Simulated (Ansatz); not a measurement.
Relaxation of a periodic cell of 22 atoms, H3C18N (surface graphene monolayer, adsorbate NH3), to a largest force component of 0.03 eV/Å in at most 60 steps.

Method: Ansatz 0.2.0, DFT PBE-D3(BJ), scalar-relativistic, plane waves, PAW. Settings: cutoff 420 eV, k mesh 2x2x1, gaussian smearing 0.05 eV, no spin polarisation.

```xyz
22
Lattice="7.3980 0.0000 0.0000 -3.6990 6.4069 0.0000 0.0000 0.0000 11.0000" Properties=species:S:1:pos:R:3:forces:R:3
C 0.000 0.000 1.000 -0.02 0.58 0.86
C 1.233 0.712 1.000 4.70 2.19 -4.42
C -1.233 2.136 1.000 -0.16 -0.49 -0.42
C 0.000 2.847 1.000 0.03 0.30 0.02
C -2.466 4.271 1.000 -0.20 0.10 -0.02
C -1.233 4.983 1.000 0.33 -0.32 0.02
C 2.466 0.000 1.000 -0.48 0.25 -0.07
C 3.699 0.712 1.000 0.00 0.39 0.21
C 1.233 2.136 1.000 0.12 -0.49 -0.37
C 2.466 2.847 1.000 0.13 0.21 0.06
C 0.000 4.271 1.000 -0.02 0.13 0.00
C 1.233 4.983 1.000 -0.28 -0.36 0.02
C 4.932 0.000 1.000 0.45 0.29 -0.08
C 6.165 0.712 1.000 -4.88 2.38 -4.88
C 3.699 2.136 1.000 0.01 -0.16 -0.02
C 4.932 2.847 1.000 -0.17 0.17 0.07
C 2.466 4.271 1.000 0.18 0.06 -0.03
C 3.699 4.983 1.000 0.02 -2.41 -0.97
N -0.032 0.400 2.430 0.09 -2.95 8.19
H -0.862 -0.042 2.810 -0.86 -0.49 1.09
H 0.763 -0.094 2.810 0.99 -0.57 1.28
H 0.002 1.336 2.810 0.03 1.18 -0.56
```

Where does it end, and by what steps?

The forces met the threshold. The force dipped under the threshold on the way, but the program's further checks kept it going. Limits of this set-up: coarse k mesh, slab without dipole correction. After 31 steps the energy has fallen by 5.530 eV; H21 moved furthest, 2.14 Å. The start is strongly strained (largest force component 8 eV/Å), so its close contacts needn't be bonds. Parted: C1–N19.

```json
{"step": "0", "energy less start (eV)": "0.0000", "largest force component (eV/Å)": "8.187", "accepted": "yes"}
{"step": "2", "energy less start (eV)": "-3.4685", "largest force component (eV/Å)": "1.652", "accepted": "yes"}
{"step": "4", "energy less start (eV)": "-4.0628", "largest force component (eV/Å)": "2.247", "accepted": "yes"}
{"step": "6", "energy less start (eV)": "-4.8801", "largest force component (eV/Å)": "1.536", "accepted": "yes"}
{"step": "8", "energy less start (eV)": "-5.4396", "largest force component (eV/Å)": "0.531", "accepted": "yes"}
{"step": "10", "energy less start (eV)": "-5.4989", "largest force component (eV/Å)": "0.348", "accepted": "yes"}
{"step": "12", "energy less start (eV)": "-5.5092", "largest force component (eV/Å)": "0.183", "accepted": "yes"}
{"step": "14", "energy less start (eV)": "-5.5140", "largest force component (eV/Å)": "0.537", "accepted": "no"}
{"step": "16", "energy less start (eV)": "-5.5201", "largest force component (eV/Å)": "0.127", "accepted": "yes"}
{"step": "18", "energy less start (eV)": "-5.5236", "largest force component (eV/Å)": "0.142", "accepted": "yes"}
{"step": "20", "energy less start (eV)": "-5.5248", "largest force component (eV/Å)": "0.022", "accepted": "yes"}
{"step": "22", "energy less start (eV)": "-5.5060", "largest force component (eV/Å)": "0.724", "accepted": "no"}
{"step": "24", "energy less start (eV)": "-5.5259", "largest force component (eV/Å)": "0.038", "accepted": "yes"}
{"step": "26", "energy less start (eV)": "-5.5264", "largest force component (eV/Å)": "0.014", "accepted": "yes"}
{"step": "28", "energy less start (eV)": "-5.5271", "largest force component (eV/Å)": "0.149", "accepted": "yes"}
{"step": "30", "energy less start (eV)": "-5.5295", "largest force component (eV/Å)": "0.012", "accepted": "yes"}
{"step": "31", "energy less start (eV)": "-5.5295", "largest force component (eV/Å)": "0.012", "accepted": "yes"}
```

```xyz
22
Lattice="7.3980 0.0000 0.0000 -3.6990 6.4069 0.0000 0.0000 0.0000 11.0000" Properties=species:S:1:pos:R:3
C -0.010 0.053 0.672
C 1.216 0.762 0.677
C -1.235 2.178 0.682
C -0.010 2.885 0.683
C -2.483 4.312 0.680
C -1.235 5.032 0.682
C 2.464 0.041 0.681
C 3.689 0.749 0.683
C 1.216 2.177 0.682
C 2.464 2.897 0.683
C -0.010 4.326 0.684
C 1.216 5.033 0.683
C 4.915 0.041 0.682
C 6.163 0.761 0.678
C 3.689 2.190 0.683
C 4.915 2.898 0.683
C 2.465 4.313 0.681
C 3.689 5.020 0.676
N 0.072 -0.090 4.096
H -0.919 0.072 4.287
H 0.578 0.270 4.908
H 0.311 0.528 3.318
```

Run time: 5.9 min on 1 thread of Arm Neoverse N1, with other jobs on the host, peak memory 0.61 GiB.
